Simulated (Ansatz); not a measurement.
**Sc started on a K site in perovskite KZnF3, 20 atoms, charge +2**

Which settings matter for this cell? A base run comes first, then runs with one to three settings changed.

Program: Ansatz 0.2.0, PAW, plane waves. These are calculated values, not measurements.

2 further runs of the same task are left out: 2 that didn't finish.

**1. Starting point**

20 atoms (3 K, 1 Sc, 4 Zn, 12 F); a = 8.105 Å, b = 8.105 Å, c = 4.052 Å, α = 90.00°, β = 90.00°, γ = 90.00°. All atoms were shaken off their sites by about 0.10 Å along each axis. Defect site 1: (0.500, 0.500, 0.000).

Coordinates:

```xyz
20
Lattice="8.1045 0.0000 0.0000 0.0000 8.1045 0.0000 0.0000 0.0000 4.0523" Properties=species:S:1:pos:R:3 pbc="T T T"
K     0.0397    7.9959    3.9835
K     0.1009    4.0925    4.0166
K     3.8923    8.0759    0.0072
Sc    3.9329    3.9880    3.8866
Zn    2.1424    2.0389    1.8659
Zn    2.0576    6.1311    2.1177
Zn    6.1158    1.9850    2.0983
Zn    5.9217    6.0749    2.1353
F     2.1382    1.8768    0.1932
F     1.9350    6.0149    0.0185
F     6.1339    1.8903    4.0471
F     6.0141    6.1944    3.9875
F     0.0992    1.9969    2.0013
F     0.0239    6.0704    2.2373
F     4.1818    2.0227    1.8329
F     4.0353    6.2816    2.0196
F     1.9427    0.0200    1.8529
F     2.1400    4.0304    2.1994
F     6.2243    8.0961    1.9946
F     6.1630    4.1370    2.1511
```

**2. PBEsol on the given atoms**

The input, in.yaml:

```yaml
crystal:
  lattice:
    - [8.104526, 0.000000, 0.000000]
    - [0.000000, 8.104526, 0.000000]
    - [0.000000, 0.000000, 4.052263]
  atoms:
    - { symbol: K, position: [0.004904, 0.986600, 0.983034] }
    - { symbol: K, position: [0.012449, 0.504962, 0.991195] }
    - { symbol: K, position: [0.480266, 0.996469, 0.001777] }
    - { symbol: Sc, position: [0.485273, 0.492066, 0.959123] }
    - { symbol: Zn, position: [0.264343, 0.251581, 0.460459] }
    - { symbol: Zn, position: [0.253886, 0.756508, 0.522596] }
    - { symbol: Zn, position: [0.754616, 0.244922, 0.517819] }
    - { symbol: Zn, position: [0.730668, 0.749570, 0.526944] }
    - { symbol: F, position: [0.263829, 0.231577, 0.047668] }
    - { symbol: F, position: [0.238760, 0.742162, 0.004555] }
    - { symbol: F, position: [0.756850, 0.233246, 0.998725] }
    - { symbol: F, position: [0.742068, 0.764310, 0.984017] }
    - { symbol: F, position: [0.012237, 0.246390, 0.493881] }
    - { symbol: F, position: [0.002950, 0.749014, 0.552105] }
    - { symbol: F, position: [0.515981, 0.249575, 0.452309] }
    - { symbol: F, position: [0.497903, 0.775078, 0.498395] }
    - { symbol: F, position: [0.239710, 0.002465, 0.457251] }
    - { symbol: F, position: [0.264052, 0.497305, 0.542757] }
    - { symbol: F, position: [0.768002, 0.998963, 0.492225] }
    - { symbol: F, position: [0.760441, 0.510460, 0.530832] }
kpoints:
  mp_grid: { grid: [2, 2, 2], shift: [0.5, 0.5, 0.5] }
hamiltonian:
  xc: pbesol
total_charge: 2
scf:
  occupations: { method: fermi_dirac, width: 0.01 }
output:
  forces: true
  eigenvalues: true
  populations: true
  charged_corrections: { epsilon: 8 }
```

Run with:

```sh
$ ansatz run in.yaml --threads 8 --pin off --max-ram 13300MiB --runs-dir r --events-out ev --progress --plain
```

**3. Changed settings: density threshold 1e-09 eV, dispersion D3(BJ) with three-body term**

in.yaml, as its differences from that of step 2:

```diff
@@ -30,2 +30,3 @@
   xc: pbesol
+  dispersion: d3bjatm
 total_charge: 2
@@ -33,2 +34,4 @@
   occupations: { method: fermi_dirac, width: 0.01 }
+  max_iter: 100
+  convergence: { dr2_threshold: 1e-09 }
 output:
@@ -36,3 +39,2 @@
   eigenvalues: true
-  populations: true
-  charged_corrections: { epsilon: 8 }
+  stress: true
```

**4. Variant: starting moment 1 μB, dispersion D3(BJ) with three-body term**

in.yaml, as its differences from that of step 3:

```diff
@@ -32,6 +32,8 @@
 total_charge: 2
+magnetization:
+  spin_polarized: true
+  initial_magnetization: 1
 scf:
   occupations: { method: fermi_dirac, width: 0.01 }
-  max_iter: 100
-  convergence: { dr2_threshold: 1e-09 }
+  max_iter: 90
 output:
@@ -40 +42,5 @@
   stress: true
+  write_density: true
+  write_potential: true
+  elf: true
+  volumetric_format: npy
```

**5. Variant: density cutoff ratio 3**

in.yaml, as its differences from that of step 4:

```diff
@@ -28,12 +28,9 @@
   mp_grid: { grid: [2, 2, 2], shift: [0.5, 0.5, 0.5] }
+basis: { ecutrho_ratio: 3 }
 hamiltonian:
   xc: pbesol
-  dispersion: d3bjatm
 total_charge: 2
-magnetization:
-  spin_polarized: true
-  initial_magnetization: 1
 scf:
   occupations: { method: fermi_dirac, width: 0.01 }
-  max_iter: 90
+  max_iter: 50
 output:
```

**6. Run again with mixing beta 0.1**

in.yaml, as its differences from that of step 5:

```diff
@@ -28,3 +28,2 @@
   mp_grid: { grid: [2, 2, 2], shift: [0.5, 0.5, 0.5] }
-basis: { ecutrho_ratio: 3 }
 hamiltonian:
@@ -34,3 +33,4 @@
   occupations: { method: fermi_dirac, width: 0.01 }
-  max_iter: 50
+  max_iter: 80
+  mixing: { beta: 0.1 }
 output:
@@ -39,5 +39 @@
   stress: true
-  write_density: true
-  write_potential: true
-  elf: true
-  volumetric_format: npy
```

**7. Variant: mixing beta 0.03**

in.yaml, as its differences from that of step 6:

```diff
@@ -33,4 +33,4 @@
   occupations: { method: fermi_dirac, width: 0.01 }
-  max_iter: 80
-  mixing: { beta: 0.1 }
+  max_iter: 90
+  mixing: { beta: 0.03 }
 output:
@@ -39 +39,5 @@
   stress: true
+  write_density: true
+  write_potential: true
+  elf: true
+  volumetric_format: npy
```

**8. Variant: starting moment 8 μB**

in.yaml, as its differences from that of step 7:

```diff
@@ -31,6 +31,8 @@
 total_charge: 2
+magnetization:
+  spin_polarized: true
+  initial_magnetization: 8
 scf:
   occupations: { method: fermi_dirac, width: 0.01 }
-  max_iter: 90
-  mixing: { beta: 0.03 }
+  max_iter: 60
 output:
@@ -39,5 +41 @@
   stress: true
-  write_density: true
-  write_potential: true
-  elf: true
-  volumetric_format: npy
```

**Question.** What will these runs give? Wanted: for each run, settings; status; energy from base; forces from base.

**Answer**, as computed:

| settings | status | cycles | time | energy from base (meV/atom) | forces from base (eV/Å rms) | filled to empty level on the mesh (eV) |
| --- | --- | --- | --- | --- | --- | --- |
| base | converged | 13 | 4.9 s (8 CPU threads) | 0 | 0 | 0.17 |
| density threshold 1e-09 eV, dispersion D3(BJ) with three-body term | converged | 16 | 4.6 s (8 CPU threads) | - | 0.001 | 0.17 |
| starting moment 1 μB, dispersion D3(BJ) with three-body term | converged | 15 | 13 s (8 CPU threads) | - | 0.001 | 0.17 |
| density cutoff ratio 3 | converged, settings too loose | 13 | 5.1 s (8 CPU threads) | +0.1 | 0.000 | 0.17 |
| mixing beta 0.1 | converged | 14 | 4.1 s (8 CPU threads) | 0.0 | 0.000 | 0.17 |
| mixing beta 0.03 | converged | 22 | 6.9 s (8 CPU threads) | 0.0 | 0.000 | 0.17 |
| starting moment 8 μB | converged | 15 | 11 s (8 CPU threads) | 0.0 | 0.000 | 0.17 |

Among these variants the forces move most with density threshold 1e-09 eV, dispersion D3(BJ) with three-body term (0.001 eV/Å rms).
